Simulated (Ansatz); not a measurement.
# Au: the cost of one run

Method: DFT PBE, scalar-relativistic, plane waves, PAW, in Ansatz 0.2.0.

**1. The starting structure**

Symmetry: Fm-3m, No. 225, cubic system. The conventional cell has a = 4.158 Å, b = 4.158 Å, c = 4.158 Å, α = 90.00°, β = 90.00°, γ = 90.00°. Around Au (site symmetry m-3m) lie 12 Au at 2.94 Å.

As a file:

```cif
data_structure
_symmetry_space_group_name_H-M 'Fm-3m'
_symmetry_Int_Tables_number 225
_cell_length_a 4.1580
_cell_length_b 4.1580
_cell_length_c 4.1580
_cell_angle_alpha 90.000
_cell_angle_beta 90.000
_cell_angle_gamma 90.000
_cell_volume 71.89
loop_
_atom_site_label
_atom_site_type_symbol
_atom_site_symmetry_multiplicity
_atom_site_Wyckoff_symbol
_atom_site_fract_x
_atom_site_fract_y
_atom_site_fract_z
_atom_site_occupancy
Au1 Au 4 a 0.00000 0.00000 0.00000 1
```

**2. Relaxing cell and atoms: Au, no spin**

Contents of input.yaml:

```yaml
crystal:
  lattice:
    - [0.0, 2.079, 2.079]
    - [2.079, 0.0, 2.079]
    - [2.079, 2.079, 0.0]
  atoms:
    - { symbol: Au, position: [0.0, 0.0, 0.0] }
scf:
  occupations: { method: gaussian, width: 0.3 }
output:
  forces: true
  stress: true
  eigenvalues: true
  write_density: true
  write_potential: true
  elf: true
  volumetric_format: npy
hamiltonian:
  xc: pbe
relax:
  f_tol: 0.003
  max_steps: 60
  cell: { stress_tol: 0.02 }
kpoints:
  mp_grid: { grid: [32, 32, 32] }
```

The run is started by

```console
$ ansatz run input.yaml --threads 8 --pin off --max-ram 24576MiB --backend cpu --events-out ev --progress --plain --runs-dir out
```

What time and memory should one allow on 8 threads of Intel Xeon at 2.50GHz (Skylake/Cascade Lake), shared host?

About 12 s, with a peak of 0.58 GiB.
